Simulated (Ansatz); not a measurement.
# C3H8BF: basis-set convergence

An exercise on one series of results from a longer session: the logs are not shown, and one member is left open.

The runs use Ansatz 0.2.0, Gaussian basis; one geometry, several basis sets.

Plan: PBE0-D4/def2-SVP; ωB97M-V/def2-SVP; PBE0-D4/def2-QZVPP; ωB97M-V/def2-QZVPP; the functionals' def2-TZVPP values are taken from earlier runs.

## Structure used throughout

All runs share one geometry, relaxed beforehand with PBE0-D4 in a triple-zeta def2 set.

13 atoms, charge 0, spin multiplicity 1.

Atoms are counted from 1 here; the program's logs count them from 0.

Bond lengths: B1–C2 1.563 Å, B1–H6 1.196 Å, B1–H7 1.193 Å, C2–C3 1.523 Å, C2–C4 1.523 Å, C2–F5 1.409 Å, C3–H8 1.092 Å, C3–H9 1.093 Å, C3–H10 1.091 Å, C4–H11 1.092 Å, C4–H12 1.091 Å, C4–H13 1.093 Å. Angles: C2–B1–H6 118.2°, C2–B1–H7 121.4°, H6–B1–H7 120.4°, B1–C2–C3 110.5°, B1–C2–C4 110.7°, B1–C2–F5 111.0°, C3–C2–C4 111.3°, C3–C2–F5 106.6°, C4–C2–F5 106.7°, C2–C3–H8 111.3°, C2–C3–H9 109.2°, C2–C3–H10 110.9°, H8–C3–H9 108.1°, H8–C3–H10 108.6°, H9–C3–H10 108.8°, C2–C4–H11 111.3°, C2–C4–H12 110.8°, C2–C4–H13 109.2° and more.

Set-up of the first run:

Input file in.yaml:

```yaml
crystal:
  periodic: [false, false, false]
  atoms:
    - {symbol: B, position_ang: [-1.065823, 1.121868, -0.368672]}
    - {symbol: C, position_ang: [0.170195, 0.167396, -0.310358]}
    - {symbol: C, position_ang: [0.913629, 0.339079, 1.008225]}
    - {symbol: C, position_ang: [-0.257584, -1.279510, -0.518912]}
    - {symbol: F, position_ang: [1.090251, 0.468181, -1.334645]}
    - {symbol: H, position_ang: [-1.931318, 0.976033, 0.444255]}
    - {symbol: H, position_ang: [-1.152744, 1.976912, -1.196286]}
    - {symbol: H, position_ang: [1.253366, 1.368644, 1.141482]}
    - {symbol: H, position_ang: [1.792513, -0.311344, 1.012507]}
    - {symbol: H, position_ang: [0.275025, 0.071966, 1.851881]}
    - {symbol: H, position_ang: [-0.757330, -1.410907, -1.481266]}
    - {symbol: H, position_ang: [-0.937071, -1.601355, 0.272061]}
    - {symbol: H, position_ang: [0.627188, -1.921760, -0.505574]}
basis:
  gaussian: {orbitals: def2-SVP}
hamiltonian: {xc: pbe0, dispersion: d4}
output: {orbitals: {seedname: orbitals}}
```

The run is started by

```sh
$ ansatz run in.yaml --threads 4 --pin off --events-out ev --progress --plain --max-ram 10444MiB
```

Steps of the session up to this table: PBE0-D4 in def2-SVP; ωB97M-V in def2-SVP; PBE0-D4 in def2-QZVPP; ωB97M-V in def2-QZVPP.

One table of the session follows, with a row left open; its other results are not shown here.

It belongs to the step «Functionals by basis». 

```
functional       basis  HOMO (eV)  LUMO (eV)
   PBE0-D4    def2-SVP          ?          ?
   PBE0-D4  def2-TZVPP      -8.41      -1.66
   PBE0-D4  def2-QZVPP      -8.43      -1.68
   ωB97M-V    def2-SVP     -10.65       0.48
   ωB97M-V  def2-TZVPP     -10.76       0.25
   ωB97M-V  def2-QZVPP     -10.78       0.16
```

Estimate the missing values for PBE0-D4, def2-SVP.

**Answer.** HOMO (eV): -8.31; LUMO (eV): -1.56. In the column «HOMO (eV)» it is the highest.
